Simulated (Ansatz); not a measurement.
# H4C: the cost of one run

Method: DFT PBE+D3(BJ), plane waves, PAW, scalar-relativistic, no spin polarisation, in Ansatz 0.2.0.

### Step 1. The system as given

The cell holds 40 atoms (C8H32): a = 8.215 Å, b = 8.215 Å, c = 8.215 Å, α = 90.00°, β = 90.00°, γ = 90.00°.

The coordinates stand in the first input below.

### Step 2. Preparing the start

File input.yaml:

```yaml
crystal:
  lattice:
    - [8.215003, 0.0, 0.0]
    - [0.0, 8.215003, 0.0]
    - [0.0, 0.0, 8.215003]
  atoms:
    - { symbol: C, position: [0.02936, 0.9133117, 0.0217914] }
    - { symbol: H, position: [-0.0874597, 0.9333115, -0.0377687] }
    - { symbol: H, position: [0.0317694, 0.9783471, 0.1373717] }
    - { symbol: H, position: [0.1269474, 0.9580119, -0.0561368] }
    - { symbol: H, position: [0.0461827, 0.7835764, 0.0436992] }
    - { symbol: C, position: [0.5586863, 0.0127772, 0.0862473] }
    - { symbol: H, position: [0.691063, 0.0208172, 0.0886976] }
    - { symbol: H, position: [0.5113592, 0.09168, -0.009297] }
    - { symbol: H, position: [0.5098839, 0.0511262, 0.2034732] }
    - { symbol: H, position: [0.5224393, -0.1125145, 0.0621155] }
    - { symbol: C, position: [0.4159339, 0.6525984, 0.639181] }
    - { symbol: H, position: [0.481864, 0.7052829, 0.7415128] }
    - { symbol: H, position: [0.3256892, 0.5665097, 0.6843346] }
    - { symbol: H, position: [0.5011408, 0.5895694, 0.559423] }
    - { symbol: H, position: [0.3550417, 0.7490317, 0.5714538] }
    - { symbol: C, position: [0.0441573, 0.3439101, 0.9887047] }
    - { symbol: H, position: [-0.0544041, 0.4325341, 0.9836395] }
    - { symbol: H, position: [0.1505472, 0.3992911, 1.0453471] }
    - { symbol: H, position: [0.0748493, 0.3048389, 0.8657182] }
    - { symbol: H, position: [0.0056369, 0.2389762, 1.0601139] }
    - { symbol: C, position: [0.3915453, 0.43639, 0.2846801] }
    - { symbol: H, position: [0.4608895, 0.5064544, 0.3734301] }
    - { symbol: H, position: [0.3198363, 0.3441356, 0.3474588] }
    - { symbol: H, position: [0.4749024, 0.3775104, 0.199951] }
    - { symbol: H, position: [0.310553, 0.5174595, 0.2178803] }
    - { symbol: C, position: [0.7639896, 0.6738416, 0.8795565] }
    - { symbol: H, position: [0.7209863, 0.5485421, 0.886262] }
    - { symbol: H, position: [0.6696681, 0.7501496, 0.8259399] }
    - { symbol: H, position: [0.873174, 0.6791541, 0.8044248] }
    - { symbol: H, position: [0.7921302, 0.7175206, 1.0015994] }
    - { symbol: C, position: [0.2709035, 0.2777229, 0.6033887] }
    - { symbol: H, position: [0.227868, 0.2821803, 0.7287773] }
    - { symbol: H, position: [0.4015915, 0.2550593, 0.6022762] }
    - { symbol: H, position: [0.2455987, 0.3935024, 0.5438153] }
    - { symbol: H, position: [0.2085559, 0.1801495, 0.538686] }
    - { symbol: C, position: [0.659346, 0.1563591, 0.5018838] }
    - { symbol: H, position: [0.7533644, 0.2470955, 0.5247238] }
    - { symbol: H, position: [0.6076614, 0.1162346, 0.6172655] }
    - { symbol: H, position: [0.7125166, 0.0525193, 0.4387616] }
    - { symbol: H, position: [0.5638416, 0.2095868, 0.4267842] }
basis:
  ecutwfc: 420.0
kpoints:
  mp_grid: { grid: [1, 1, 1] }
hamiltonian:
  xc: pbe
  dispersion: d3bj
scf:
  occupations: { method: fermi_dirac, width: 0.05 }
  lower_state_search: "off"
relax:
  f_tol: 0.3
  max_steps: 15
  adjacent_minimum: "off"
```

On the command line:

```sh
$ ansatz run input.yaml --threads 1 --pin off --max-ram 3072MiB --backend cpu --events-out ev --progress --plain --runs-dir out
```

What time and memory should one allow on 1 thread of an Arm CPU, shared host?

About 16 s, with a peak of 0.47 GiB.
